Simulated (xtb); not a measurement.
# C8H9F5O2 (SMILES C=C(C)CCOC(=O)C(F)(F)C(F)(F)F) at GFN2-xTB

Wanted: the energy of C8H9F5O2. 

The results are computed with xtb 6.7.1 later snapshot.

5 further runs of the same task are left out: 5 set aside as unsound or not needed.

## 1. The molecule

C8H9F5O2 has 24 atoms, charge 0, and is taken as a singlet. As SMILES, `C=C(C)CCOC(=O)C(F)(F)C(F)(F)F`. Geometry: relaxed at GFN2-xTB. This is one conformer, not always the lowest.

Some bond lengths: C1–C2 1.323 Å, C2–C3 1.500 Å, C2–C4 1.506 Å, C4–C5 1.519 Å, C5–O6 1.441 Å, O6–C7 1.308 Å, C7–O8 1.193 Å, C7–C9 1.562 Å, C9–F10 1.345 Å, C9–F11 1.350 Å, C9–C12 1.551 Å, C12–F13 1.327 Å, C12–F14 1.335 Å, C12–F15 1.331 Å, C1–H16 1.076 Å, C1–H17 1.075 Å. Some angles: C1–C2–C3 122.0°, C1–C2–C4 124.6°, C3–C2–C4 113.3°, C2–C4–C5 114.9°, C4–C5–O6 107.3°, C5–O6–C7 116.8°, O6–C7–O8 128.3°, O6–C7–C9 109.1°, O8–C7–C9 122.5°, C7–C9–F10 110.8°.

## 2. The energy at GFN2-xTB

The input, .CHRG:

```
0
```

The input, .UHF:

```
0
```

The input, detailed.inp:

```
$scc
   broydamp=0.02
$end
```

The input, geom.xyz:

```xyz
24
C8H9F5O2
C     -3.036150    -1.309680     0.245600
C     -2.695990    -0.044430     0.065070
C     -3.713040     1.057310     0.042630
C     -1.284610     0.442300    -0.136110
C     -0.227240    -0.648540    -0.144180
O      1.046550    -0.008370    -0.356460
C      2.091010    -0.789100    -0.452520
O      2.133990    -1.979190    -0.381710
C      3.369750     0.087810    -0.643810
F      4.341710    -0.612730    -1.255690
F      3.114250     1.168420    -1.411590
C      3.888340     0.571670     0.736000
F      4.954750     1.354440     0.627810
F      2.939740     1.261890     1.373220
F      4.213940    -0.463820     1.506750
H     -4.066110    -1.590610     0.383780
H     -2.325630    -2.115950     0.264640
H     -3.688070     1.576390    -0.914550
H     -3.496710     1.788490     0.820190
H     -4.713600     0.666200     0.200420
H     -1.038410     1.156420     0.654420
H     -1.228360     0.985410    -1.083380
H     -0.391980    -1.370300    -0.949470
H     -0.188140    -1.184020     0.808930
```

Run with:

```console
$ xtb geom.xyz --gfn 2 --input detailed.inp > geom.out
```

Q: Predict the results. Wanted: total energy; dipole moment; HOMO energy; LUMO energy; HOMO–LUMO gap; dispersion energy; mean polarisability.

**Answer.** As computed:

At GFN2-xTB:

| quantity | value |
| --- | --- |
| total energy | -53.48657 Eh |
| dipole moment | 4.75 D |
| HOMO energy | -11.19 eV |
| LUMO energy | -8.00 eV |
| HOMO–LUMO gap | 3.19 eV |
| dispersion energy | -46.32 kJ/mol |
| mean polarisability (D4 model) | 110.1 bohr³ |
